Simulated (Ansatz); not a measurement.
# C2H6O2Si: the cost of one run

All numbers are computed with Ansatz 0.2.0, driven from Python. The levels of theory stand in the script.

## (1) The structure

Bond lengths: O1–C2 1.202 Å, C2–C3 1.519 Å, C3–O4 1.372 Å, C3–Si5 1.884 Å, C2–H6 1.119 Å, C3–H7 1.151 Å, O4–H8 1.009 Å, Si5–H9 1.434 Å, Si5–H10 1.477 Å, Si5–H11 1.506 Å. Angles (14 of 16 angles, heavy atoms first): O1–C2–C3 120.8°, C2–C3–O4 112.3°, C2–C3–Si5 111.8°, O4–C3–Si5 116.8°, O1–C2–H6 121.7°, C3–C2–H6 117.3°, C2–C3–H7 104.8°, O4–C3–H7 104.3°, Si5–C3–H7 105.7°, C3–O4–H8 104.4°, C3–Si5–H9 112.5°, C3–Si5–H10 109.5°, C3–Si5–H11 108.0°, H9–Si5–H10 112.3°.

The script holds or builds the structure itself.

## (2) The script

File c2h6o2si.py:

```python
from pathlib import Path

import ansatz as az
import numpy as np

geometry_ang = [
    ("O", [-1.5996, -0.4751, 1.7078]),
    ("C", [-0.544, -0.0341, 1.3385]),
    ("C", [0.1222, -0.563, 0.0803]),
    ("O", [-0.5746, -1.6036, -0.479]),
    ("Si", [0.6375, 0.8322, -1.0765]),
    ("H", [0.0193, 0.7236, 1.9383]),
    ("H", [1.1025, -1.0426, 0.4469]),
    ("H", [-1.4331, -1.6445, 0.0501]),
    ("H", [1.4548, 0.3722, -2.1616]),
    ("H", [-0.5626, 1.5539, -1.5449]),
    ("H", [1.443, 1.824, -0.2794]),
]
c2h6o2si = az.Crystal.molecule()
for symbol, xyz in geometry_ang:
    c2h6o2si = c2h6o2si.atom(symbol, xyz)

job = c2h6o2si.calculation().basis(gaussian="cc-pVDZ")

print("functional    E (Ha)        dipole (D)   HOMO (eV)  LUMO (eV)")
for name in ["pbe0", "lda", "r2scan", "lc_wpbe", "hse06", "revpbe"]:
    summary = job.functional(name).forces().orbitals().run(runs_dir="runs").report
    lines = Path(summary["orbitals_path"]).read_text().splitlines()
    field_of = lambda key: [line.split("=")[1].strip() for line in lines if line.startswith(key)]
    orbitals = [(27.211386 * float(e), s, float(n)) for e, s, n in zip(field_of("Ene="), field_of("Spin="), field_of("Occup="))]
    homo = max(e for e, _, n in orbitals if n > 0.5)
    lumo = min(e for e, _, n in orbitals if n < 0.5)
    dipole = 4.803205 * np.linalg.norm(summary["charge_distribution"]["dipole_moment_e_ang"])
    print(f"{name:10s} {summary['free_energy_ev'] / 27.211386246:14.6f} {dipole:9.3f} {homo:11.3f} {lumo:10.3f}")
```

## (3) What the engine is handed

The engine receives this input (first run):

```yaml
crystal:
  periodic: [false, false, false]
  atoms:
    - { symbol: O, position_ang: [-1.5996, -0.4751, 1.7078] }
    - { symbol: C, position_ang: [-0.544, -0.0341, 1.3385] }
    - { symbol: C, position_ang: [0.1222, -0.563, 0.0803] }
    - { symbol: O, position_ang: [-0.5746, -1.6036, -0.479] }
    - { symbol: Si, position_ang: [0.6375, 0.8322, -1.0765] }
    - { symbol: H, position_ang: [0.0193, 0.7236, 1.9383] }
    - { symbol: H, position_ang: [1.1025, -1.0426, 0.4469] }
    - { symbol: H, position_ang: [-1.4331, -1.6445, 0.0501] }
    - { symbol: H, position_ang: [1.4548, 0.3722, -2.1616] }
    - { symbol: H, position_ang: [-0.5626, 1.5539, -1.5449] }
    - { symbol: H, position_ang: [1.443, 1.824, -0.2794] }
basis:
  gaussian:
    orbitals: cc-pVDZ
hamiltonian:
  xc: pbe0
output:
  orbitals: {}
  forces: true
```

## (4) The run

Command:

```sh
> python c2h6o2si.py
```

Q: Estimate wall time and peak memory on 1 thread of Arm Neoverse V2, shared host.

About 25 s, with a peak of 0.3 GiB.
